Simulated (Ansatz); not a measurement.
# Si: the cost of one run

Method: DFT PBE, scalar-relativistic, plane waves, PAW, in Ansatz 0.2.0.

### 1 Starting point

The structure is cubic, space group Fd-3m (No. 227). Conventional cell: a = 5.431 Å, b = 5.431 Å, c = 5.431 Å, α = 90.00°, β = 90.00°, γ = 90.00°. Around Si (site symmetry -43m) lie 4 Si at 2.35 Å.

As a file:

```
Si
1.0
     5.43094    0.00000    0.00000
     0.00000   -5.43094    0.00000
     0.00000    0.00000   -5.43094
Si
8
Direct
  0.50000 0.00000 0.00000
  0.00000 0.50000 0.00000
  0.00000 0.00000 0.50000
  0.50000 0.50000 0.50000
  0.75000 0.75000 0.75000
  0.25000 0.25000 0.75000
  0.25000 0.75000 0.25000
  0.75000 0.25000 0.25000
```

The cell is taken as given, not relaxed at this level.

### 2 The undisturbed cell

File input.yaml:

```yaml
crystal:
  lattice:
    - [5.43094, 0.0, 0.0]
    - [0.0, -5.43094, 0.0]
    - [0.0, 0.0, -5.43094]
  atoms:
    - { symbol: Si, position: [0.5, 0.0, 0.0] }
    - { symbol: Si, position: [0.0, 0.5, 0.0] }
    - { symbol: Si, position: [0.0, 0.0, 0.5] }
    - { symbol: Si, position: [0.5, 0.5, 0.5] }
    - { symbol: Si, position: [0.75, 0.75, 0.75] }
    - { symbol: Si, position: [0.25, 0.25, 0.75] }
    - { symbol: Si, position: [0.25, 0.75, 0.25] }
    - { symbol: Si, position: [0.75, 0.25, 0.25] }
basis:
  ecutwfc: 420
kpoints:
  mp_grid: { grid: [6, 6, 6] }
hamiltonian:
  xc: pbe
scf:
  occupations: { method: gaussian, width: 0.05 }
output:
  forces: true
  stress: true
  eigenvalues: true
  write_density: true
  write_potential: true
  elf: true
  volumetric_format: npy
```

Launch:

```sh
$ ansatz run input.yaml --threads 2 --pin off --max-ram 5120MiB --backend cpu --events-out ev --progress --plain --runs-dir out
```

**Question.** How long does this run take on 2 threads of Intel Xeon 6975P-C (Granite Rapids), shared host, and how much memory does it need?

About 1.5 s, with a peak of 0.45 GiB.
